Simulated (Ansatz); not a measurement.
**Pd: squeezing one contact**

How do energy and force answer when the Pd1–Pd2 bond of Pd is squeezed or stretched? The runs shown use PAW. Its runs: shortest bond scaled by 1 (PAW); shortest bond scaled by 0.94 (PAW); shortest bond scaled by 0.76 (PAW); shortest bond scaled by 0.64 (PAW); shortest bond scaled by 0.58 (PAW and PAW (source ansatz)).

Method: DFT r²SCAN, with the methods named in each step, in Ansatz 0.2.0.

4 further runs of the same task are left out: 4 that didn't finish.

### 1 The starting structure

It takes space group Fd-3m (No. 227, cubic). The conventional cell has a = 5.357 Å, b = 5.357 Å, c = 5.357 Å, α = 90.00°, β = 90.00°, γ = 90.00°. Around Pd (site symmetry -43m) lie 4 Pd at 2.32 Å.

As a file:

```
Pd
1.0
     0.00000    2.67843    2.67843
     2.67843    0.00000    2.67843
     2.67843    2.67843    0.00000
Pd
2
Direct
  0.87500 0.87500 0.87500
  0.12500 0.12500 0.12500
```

Atoms are numbered in the order of the input: Pd1, Pd2.

### 2 Shortest bond scaled by 1, PAW

The input, input.yaml:

```yaml
crystal:
  lattice:
    - [0.0, 2.6784289448, 2.6784289448]
    - [2.6784289448, 0.0, 2.6784289448]
    - [2.6784289448, 2.6784289448, 0.0]
  atoms:
    - { symbol: Pd, position: [-0.125, -0.125, -0.125] }
    - { symbol: Pd, position: [0.125, 0.125, 0.125] }
kpoints:
  mp_grid: { grid: [10, 10, 10] }
scf:
  occupations: { method: fermi_dirac, width: 0.05 }
hamiltonian:
  xc: r2scan
  pseudopotentials: { kind: paw }
output:
  forces: true
  stress: true
  eigenvalues: true
  efg: { contact_densities: true }
  populations: true
```

Command:

```bash
> ansatz run input.yaml --threads 1 --pin off --max-ram 2048MiB --backend cpu --events-out ev --progress --plain --runs-dir out
```

### 3 Shortest bond scaled by 0.94, PAW

Changes to input.yaml since step 2:

```diff
@@ -6,4 +6,4 @@
   atoms:
-    - { symbol: Pd, position: [-0.125, -0.125, -0.125] }
-    - { symbol: Pd, position: [0.125, 0.125, 0.125] }
+    - { symbol: Pd, position: [-0.1475, -0.1175, -0.1175] }
+    - { symbol: Pd, position: [0.1475, 0.1175, 0.1175] }
 kpoints:
```

### 4 Shortest bond scaled by 0.76, PAW

Changes to input.yaml since step 3:

```diff
@@ -6,4 +6,4 @@
   atoms:
-    - { symbol: Pd, position: [-0.1475, -0.1175, -0.1175] }
-    - { symbol: Pd, position: [0.1475, 0.1175, 0.1175] }
+    - { symbol: Pd, position: [-0.215, -0.095, -0.095] }
+    - { symbol: Pd, position: [0.215, 0.095, 0.095] }
 kpoints:
```

### 5 Shortest bond scaled by 0.64, PAW

Changes to input.yaml since step 4:

```diff
@@ -6,4 +6,4 @@
   atoms:
-    - { symbol: Pd, position: [-0.215, -0.095, -0.095] }
-    - { symbol: Pd, position: [0.215, 0.095, 0.095] }
+    - { symbol: Pd, position: [-0.26, -0.08, -0.08] }
+    - { symbol: Pd, position: [0.26, 0.08, 0.08] }
 kpoints:
```

### 6 Shortest bond scaled by 0.58, PAW

Changes to input.yaml since step 5:

```diff
@@ -6,4 +6,4 @@
   atoms:
-    - { symbol: Pd, position: [-0.26, -0.08, -0.08] }
-    - { symbol: Pd, position: [0.26, 0.08, 0.08] }
+    - { symbol: Pd, position: [-0.2825, -0.0725, -0.0725] }
+    - { symbol: Pd, position: [0.2825, 0.0725, 0.0725] }
 kpoints:
@@ -21 +21,5 @@
   populations: true
+  write_density: true
+  write_potential: true
+  elf: true
+  volumetric_format: npy
```

### 7 Shortest bond scaled by 0.58, PAW (source ansatz)

Changes to input.yaml since step 6:

```diff
@@ -14,3 +14,3 @@
   xc: r2scan
-  pseudopotentials: { kind: paw }
+  pseudopotentials: { kind: paw, source: ansatz }
 output:
@@ -19,7 +19 @@
   eigenvalues: true
-  efg: { contact_densities: true }
-  populations: true
-  write_density: true
-  write_potential: true
-  elf: true
-  volumetric_format: npy
```

(Steps that only read results are left out.)

**Question.** What will these runs give?

As calculated:

```
                                                              quantity        value
                force along the bond, positive apart, at 1.345 Å (PAW)  236.04 eV/Å
force along the bond, positive apart, at 1.345 Å (PAW (source ansatz))  201.71 eV/Å
                                  length at zero force (straight line)       2.32 Å
```

What this shows: At 1.35 Å the force along the bond is 236.04 eV/Å by PAW, and the energy stands 47.71 eV over the given length. A straight line between 2.18 and 2.32 Å puts zero force near 2.32 Å. There symmetry makes it vanish whatever the lattice constant, so this is no computed equilibrium length. With two atoms in the cell whole sublattices move, so the other contacts between the two sublattices change too; at scales over 1 some of them become the shortest.
